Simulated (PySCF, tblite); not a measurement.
**C2H4F4PSi radical: geometry, infrared bands and EPR parameters**

Aim: predict the infrared bands and EPR parameters of C2H4F4PSi radical (`FC[Si](P)C(F)(F)F`).

Computed with tblite 0.8.0 and PySCF 2.14.0, with density-fitted response routines of our own, on a single molecule in the gas phase. Atoms are numbered from 0 throughout.

## (1) Starting geometry

12 atoms, charge 0, multiplicity 2; geometry from: force field or distance geometry start.

Bonds of the start (Å): F0–C1 1.38, C1–Si2 1.84, Si2–P3 2.16, Si2–C4 1.87, C4–F5 1.40, C4–F6 1.37, C4–F7 1.37, C1–H8 1.11, C1–H9 1.10, P3–H10 1.45, P3–H11 1.44.

## (2) Relaxing the molecule with GFN2-xTB

Job settings and geometry (Å):

```
{"job": {"kind": "relax", "xc": "GFN2-xTB", "basis": "xTB"}, "charge": 0, "multiplicity": 2}
F     -0.194400     1.984600     1.419400
C     -0.822000     1.586400     0.258500
Si    -0.003600     0.168900    -0.591400
P      2.159000     0.139700    -0.516900
C     -0.827000    -1.425700    -0.062800
F     -0.659700    -2.298700    -1.144200
F     -0.168200    -1.908200     1.041600
F     -2.167700    -1.251000     0.169100
H     -1.868400     1.334900     0.538000
H     -0.898300     2.447500    -0.421500
H      2.707100    -0.064100     0.805500
H      2.744500    -0.715100    -1.521400
```

The run is started by

```sh
$ OMP_NUM_THREADS=1 python probes_run.py task.json out
```

This one command runs all jobs of the session in turn.

**Question.** This job is followed by: GFN2-xTB harmonic vibrations, gas phase; UKS B3LYP, pcH-1 on C F H P Si, non-relativistic, mean-field spin-orbit, GIAO. Predict these results of the whole session: strongest single infrared mode (GFN2-xTB); zero-point energy (GFN2-xTB); g(iso) (B3LYP); ⟨S²⟩; largest a(iso) (averaged by class); potential on the surface of density 0.002 e/bohr³, 1st and 99th percentile.

As calculated:

| quantity | value |
| --- | --- |
| strongest single infrared mode (GFN2-xTB) | 1010 cm⁻¹, 224 km/mol |
| zero-point energy (GFN2-xTB) | 37.0 kcal/mol |
| g(iso) (B3LYP) | 2.00356 |
| ⟨S²⟩ | 0.753 (exact 0.75) |
| largest a(iso) (averaged by class) | 29Si on Si2, -513.4 MHz |
| potential on the surface of density 0.002 e/bohr³, 1st and 99th percentile | -0.82 V and 1.22 V |

In words: Relaxing lowered the energy by 1.462 eV in 191 steps; the close pair that moved most is Si2–C4, from 1.871 to 1.976 Å. No mode is imaginary among the 30: a minimum at this level. The strongest single mode, at 1010 cm⁻¹, moves mainly C4. Unscaled tight-binding wavenumbers are off by several per cent, some by more. Its intensities can rank the bands wrongly. Most of the unpaired spin sits on Si2 (0.78 e). The isotropic g lies 1.2 ppt above the free-electron value. The conformer search found further structures of the same energy, which may be mirror or relabelled copies of this one.
